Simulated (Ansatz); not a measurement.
**CH₆ClOSbSi: how energies converge with the basis set**

The task here is to estimate one member of a computed series from the others.

Computed with Ansatz 0.2.0, Gaussian basis. Level: one geometry, several basis sets.

Plan: PBE0-D4/def2-SVP; ωB97M-V/def2-SVP; PBE0-D4/def2-QZVPP; ωB97M-V/def2-QZVPP; the functionals' def2-TZVPP values are taken from earlier runs.

1 further run of the same task is left out (for a known fault of the program). Runs told in other sessions of the task aren't counted.

**Structure used throughout**

The geometry comes from an earlier relaxation with PBE0-D4 in a triple-zeta def2 set; it is a stationary point, not always the lowest conformer. Sb takes the def2 core potential; no spin-orbit term is included.

11 atoms, charge 0, spin multiplicity 1.

Atoms are counted from 1 here; the program's logs count them from 0.

Bond lengths: C1–O2 1.411 Å, C1–H6 1.093 Å, C1–H7 1.098 Å, C1–H8 1.096 Å, O2–Sb3 1.959 Å, Sb3–Si4 2.593 Å, Sb3–Cl5 2.374 Å, Si4–H9 1.487 Å, Si4–H10 1.482 Å, Si4–H11 1.487 Å. Angles: O2–C1–H6 107.8°, O2–C1–H7 112.5°, O2–C1–H8 111.3°, H6–C1–H7 108.2°, H6–C1–H8 108.5°, H7–C1–H8 108.5°, C1–O2–Sb3 118.7°, O2–Sb3–Si4 89.2°, O2–Sb3–Cl5 98.3°, Si4–Sb3–Cl5 92.0°, Sb3–Si4–H9 108.4°, Sb3–Si4–H10 108.1°, Sb3–Si4–H11 109.7°, H9–Si4–H10 110.7°, H9–Si4–H11 109.1°, H10–Si4–H11 110.7°.

The first run:

File in.yaml:

```yaml
crystal:
  periodic: [false, false, false]
  atoms:
    - {symbol: C, position_ang: [-1.809260, 0.749820, 1.158823]}
    - {symbol: O, position_ang: [-0.566045, 0.180775, 0.810013]}
    - {symbol: Sb, position_ang: [-0.472936, -0.984701, -0.761988]}
    - {symbol: Si, position_ang: [2.114845, -0.870568, -0.649180]}
    - {symbol: Cl, position_ang: [-0.557087, 0.694133, -2.438464]}
    - {symbol: H, position_ang: [-1.713830, 1.168745, 2.163340]}
    - {symbol: H, position_ang: [-2.621386, 0.010689, 1.171629]}
    - {symbol: H, position_ang: [-2.085185, 1.556849, 0.471009]}
    - {symbol: H, position_ang: [2.665043, -1.424967, -1.914090]}
    - {symbol: H, position_ang: [2.507214, 0.549457, -0.484368]}
    - {symbol: H, position_ang: [2.603926, -1.687032, 0.493873]}
basis:
  gaussian: {orbitals: def2-SVP}
hamiltonian: {xc: pbe0, dispersion: d4}
output: {orbitals: {seedname: orbitals}}
```

The run is started by

```sh
$ ansatz run in.yaml --threads 4 --pin off --events-out ev --progress --plain --max-ram 11315MiB
```

Among the steps run: PBE0-D4 in def2-SVP; ωB97M-V in def2-SVP; PBE0-D4 in def2-QZVPP; ωB97M-V in def2-QZVPP.

One table of the session follows, with a row left open; its other results are not shown here.

It belongs to the step «Density functionals: the series». 

| functional | basis | HOMO (eV) |
| --- | --- | --- |
| PBE0-D4 | def2-SVP | ? |
| PBE0-D4 | def2-TZVPP | -7.02 |
| PBE0-D4 | def2-QZVPP | -7.04 |
| ωB97M-V | def2-SVP | -8.86 |
| ωB97M-V | def2-TZVPP | -9.01 |
| ωB97M-V | def2-QZVPP | -9.04 |

Q: Estimate the row for PBE0-D4, def2-SVP from the others.

**Answer.** HOMO (eV): -6.90. In the column «HOMO (eV)» it is the highest.
